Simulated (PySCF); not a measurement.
# PtSe₂: singlet, from a end-on start

Where does singlet PtSe₂ go from a end-on start, is the end point a minimum, and what are its modes, charges and moments?

Program: PySCF 2.14.0. Level of theory: B3LYP, basis Pt def2-SVP with ECP60, Se def2-SVP, scalar-relativistic core potentials, no spin–orbit coupling, density fitting. These are calculated values, not measurements.

### 1 The system as given

3 atoms, charge 0, spin multiplicity 1.

Bond lengths: Pt1–Se2 2.462 Å, Se2–Se3 2.348 Å. Angles: Pt1–Se2–Se3 119.9°.

```xyz
3
charge 0 multiplicity 1
Pt    0.0000    0.0000    0.0000
Se    0.0000    0.0000    2.4617
Se    2.0358    0.0000    3.6317
```

### 2 The SCF at the typed geometry

One driver script runs all steps and calls PySCF; scf.py shows how it sets up the SCF of each step. The optimiser is the driver's own. After this first run the driver tries any further starts and a stability analysis.

scf.py

```python
from pyscf import gto, scf, dft
mol = gto.M(atom='''
Pt     0.000000     0.000000     0.000000
Se     0.000000     0.000000     2.461700
Se     2.035800     0.000000     3.631700''',
    basis={'Pt': 'def2-SVP', 'Se': 'def2-SVP'},
    ecp={'Pt': 'def2-SVP'},
    charge=0, spin=0)
mf = dft.RKS(mol, xc='B3LYP')
mf.grids.atom_grid = (50, 194)
aux = {'Pt': 'def2-universal-JKFIT', 'Se': 'def2-universal-JKFIT'}
mf = mf.density_fit(auxbasis=aux)
mf.conv_tol = 1e-08
mf.diis_space = 10
mf.max_cycle = 60
mf.init_guess = 'minao'
mf.verbose = 4
mf.kernel()
```

Run with:

```console
OMP_NUM_THREADS=2 python axn.py task.json out
```

Output:

```text
init E= -4908.82427423948
  HOMO = -0.504240549973231  LUMO = -0.415425201613034  gap/eV = 2.41679
cycle= 1 E= -4919.36180734395  delta_E= -10.5  |g|= 2.27  |ddm|= 8.37
  HOMO = -0.219986753903749  LUMO = -0.122757054734178  gap/eV = 2.64575
cycle= 2 E= -4874.93531185659  delta_E= 44.4  |g|= 8.95  |ddm|=   18
cycle= 3 E= -4904.16138488055  delta_E= -29.2  |g|= 5.11  |ddm|= 8.54
  HOMO = -0.239101744434142  LUMO = -0.160778527640452  gap/eV = 2.13128
cycle= 4 E= -4920.9407338221  delta_E= -16.8  |g|= 1.58  |ddm|= 17.3
cycle= 5 E= -4920.36573849329  delta_E= 0.575  |g|= 2.17  |ddm|= 4.02
  HOMO = -0.206346910058241  LUMO = -0.182251367911474  gap/eV = 0.65567
cycle= 6 E= -4921.75036417111  delta_E= -1.38  |g|= 0.681  |ddm|= 2.99
  HOMO = -0.226849367891183  LUMO = -0.1999607295671  gap/eV = 0.73168
cycle= 7 E= -4921.95041862295  delta_E= -0.2  |g|= 0.087  |ddm|= 1.04
  HOMO = -0.220863882774822  LUMO = -0.177353874171475  gap/eV = 1.18397
cycle= 8 E= -4921.95062158783  delta_E= -0.000203  |g|= 0.0926  |ddm|= 0.209
  HOMO = -0.224223127074771  LUMO = -0.180723164282839  gap/eV = 1.18369
cycle= 9 E= -4921.95309433765  delta_E= -0.00247  |g|= 0.0195  |ddm|= 0.105
  HOMO = -0.224035940429753  LUMO = -0.180846175532138  gap/eV = 1.17525
cycle= 10 E= -4921.95320550041  delta_E= -0.000111  |g|= 0.0151  |ddm|= 0.0564
  HOMO = -0.224069238668848  LUMO = -0.180976662455947  gap/eV = 1.17261
cycle= 11 E= -4921.95322344872  delta_E= -1.79e-05  |g|= 0.0126  |ddm|= 0.00878
  HOMO = -0.224124232629173  LUMO = -0.180964579526076  gap/eV = 1.17443
cycle= 12 E= -4921.95324967867  delta_E= -2.62e-05  |g|= 0.00934  |ddm|= 0.00455
  HOMO = -0.224236748960592  LUMO = -0.180782584658401  gap/eV = 1.18245
cycle= 13 E= -4921.95328105845  delta_E= -3.14e-05  |g|= 0.0014  |ddm|= 0.0122
  HOMO = -0.224269447179811  LUMO = -0.180763844771908  gap/eV = 1.18385
cycle= 14 E= -4921.95328175054  delta_E= -6.92e-07  |g|= 0.000409  |ddm|= 0.00284
  HOMO = -0.224272724169783  LUMO = -0.180747032397988  gap/eV = 1.18439
cycle= 15 E= -4921.95328183892  delta_E= -8.84e-08  |g|= 5.6e-05  |ddm|= 0.0011
  HOMO = -0.224273716782908  LUMO = -0.180750134989174  gap/eV = 1.18434
cycle= 16 E= -4921.95328185  delta_E= -1.11e-08  |g|= 3.88e-05  |ddm|= 0.000608
  HOMO = -0.22427816827404  LUMO = -0.18075066150116  gap/eV = 1.18444
cycle= 17 E= -4921.95328185662  delta_E= -6.62e-09  |g|= 1.26e-05  |ddm|= 0.000807
  HOMO = -0.224279866056676  LUMO = -0.180750827018592  gap/eV = 1.18449
Extra cycle  E= -4921.9532818557  delta_E= 9.17e-10  |g|= 5.74e-05  |ddm|= 0.000103
converged SCF energy = -4921.9532818557
```

This step, with its further starts and checks, took 13 s on 2 threads of Intel Xeon Platinum 8259CL at 2.50GHz (Skylake/Cascade Lake), shared host.

The starts that the driver tried:

| start | energy (Eh) |
| --- | --- |
| the minimal-basis guess | -4921.953282 |
| a thermally smeared density | -4921.953282 |
| a smeared PBE density | -4921.953282 |

No lower closed-shell solution turned up from the other starts or in the test of internal stability.

### 3 End-on start, singlet: relaxation

The program finds Cs symmetry in the start, which this walk keeps.

scf.py, as its differences from that of step 2:

```diff
@@ -3,3 +3,3 @@
-Pt     0.000000     0.000000     0.000000
-Se     0.000000     0.000000     2.461700
-Se     2.035800     0.000000     3.631700''',
+Pt    -0.458554     0.000000    -1.372509
+Se    -0.458554     0.000000     1.089191
+Se     1.577246     0.000000     2.259191''',
@@ -16 +15,0 @@
-mf.init_guess = 'minao'
```

Steps of the walk:

| step | energy (Eh) | change (kJ/mol) | largest symmetric gradient (Eh/bohr) |
| --- | --- | --- | --- |
| 0 | -4921.953282 | 0.00 | 0.04920 |
| 1 | -4921.968248 | -39.29 | 0.02877 |
| 2 | -4921.970767 | -45.91 | 0.02464 |
| 3 | -4921.972353 | -50.07 | 0.00495 |
| 4 | -4921.972432 | -50.28 | 0.00093 |
| 5 | -4921.972435 | -50.29 | 0.00003 |

The walk took 21 s.

End point (Cs, 5 steps, 50.3 kJ/mol gained): Pt–Se 2.230 Å, Se–Se 2.220 Å; Pt–Se–Se 114.7°.

### 4 Hessian and properties

The point is checked on the finer grid, and tightened if its gradient asks for it. The Hessian and the dipole derivatives come from central differences of analytic gradients, with steps of 0.02 bohr.

scf.py, as its differences from that of step 3:

```diff
@@ -3,3 +3,3 @@
-Pt    -0.458554     0.000000    -1.372509
-Se    -0.458554     0.000000     1.089191
-Se     1.577246     0.000000     2.259191''',
+Pt    -0.391787     0.000000    -1.236932
+Se    -0.505133     0.000000     0.990132
+Se     1.458371     0.000000     2.025607''',
@@ -10 +10 @@
-mf.grids.atom_grid = (50, 194)
+mf.grids.atom_grid = (75, 302)
@@ -13 +13 @@
-mf.conv_tol = 1e-08
+mf.conv_tol = 1e-10
```

The driver hands on the density of the step before, so the log starts near convergence.

SCF at the final geometry:

```text
init E= -4921.97242122942
  HOMO = -0.220590726349227  LUMO = -0.168987780333179  gap/eV = 1.40419
cycle= 1 E= -4921.97242122941  delta_E= 1.82e-11  |g|= 6.17e-06  |ddm|= 1.23e-05
  HOMO = -0.22059002867231  LUMO = -0.168987632492287  gap/eV = 1.40417
Extra cycle  E= -4921.97242122934  delta_E= 6.64e-11  |g|= 1.7e-05  |ddm|= 2.56e-05
converged SCF energy = -4921.97242122934
```

The whole step took 62 s.

Geometry: Cs; Pt–Se 2.230 Å, Se–Se 2.220 Å; Pt–Se–Se 114.9°.

Harmonic modes (main isotopes):

```
symmetry  ω (cm⁻¹)  IR (km/mol)
      a'        95          0.2
      a'       283          0.1
      a'       363         17.8
```

Every mode is real; the point is a minimum.

Constants and moments:

```yaml
Dipole_moment: 0.41 D
Highest_occupied_level: -6.00 eV
Lowest_empty_level: -4.60 eV
Rotational_constants: 0.2003, 0.02005, 0.01823 cm⁻¹
Zero-point_energy: 4.4 kJ/mol
Principal_polarisabilities: 55.0, 66.7, 155.5 bohr³
Atomisation_energy_without_zero-point_energy: 541 kJ/mol
Principal_traceless_quadrupole_moments_about_the_centre_of_mass: -2.68, -1.64, 4.32 D Å
Entropy_at_298.15_K_and_1_bar: 331.2 J/(mol K)
Heat_capacity_Cp_at_298.15_K: 55.0 J/(mol K)
Enthalpy_at_298.15_K_above_0_K: 13.94 kJ/mol
Rotational_symmetry_number: 1
```

Charges (e) and bond orders:

```csv
atom,Mulliken,Löwdin,polar tensor,Mayer order to Pt1
Pt1,-0.10,-0.44,-0.05,–
Se2,0.16,0.49,0.28,1.50
Se3,-0.06,-0.05,-0.23,0.53
```

Mulliken populations on Pt1 (outside its core potential): s 2.97, p 6.07, d 9.05, f 0.01.

### 5 Stability of the closed shell

At the lowest minimum the closed shell is tested against spin polarisation, on the (50, 194) grid. It is unstable: an open-shell solution lies lower. That solution was not followed to a minimum here.

### 6 Summary of results

| quantity | value |
| --- | --- |
| minimum | singlet, Cs (closed shell, unstable towards spin polarisation) |
| geometry | Pt–Se 2.230 Å, Se–Se 2.220 Å; Pt–Se–Se 114.9° |
| wavenumbers (cm⁻¹) | 95 (a'), 283 (a'), 363 (a') |
| dipole moment | 0.41 D |
| highest occupied, lowest empty level | -6.00, -4.60 eV |
| polar-tensor charge of Pt1 | -0.05 e |
| zero-point energy | 4.4 kJ/mol |

What this shows: The end-on start keeps its Cs symmetry and ends in a minimum. In the infrared the band at 363 cm⁻¹ (a') leads. Only this shape and spin were tried, so other structures or states may lie lower. The small gap makes a closed-shell description doubtful. Spin polarisation would lower this closed shell, so its numbers describe a constrained state. Spin–orbit coupling, left out here, can matter for elements this heavy.

The search up to here took 1.7 min on 2 threads of Intel Xeon Platinum 8259CL at 2.50GHz (Skylake/Cascade Lake), shared host.
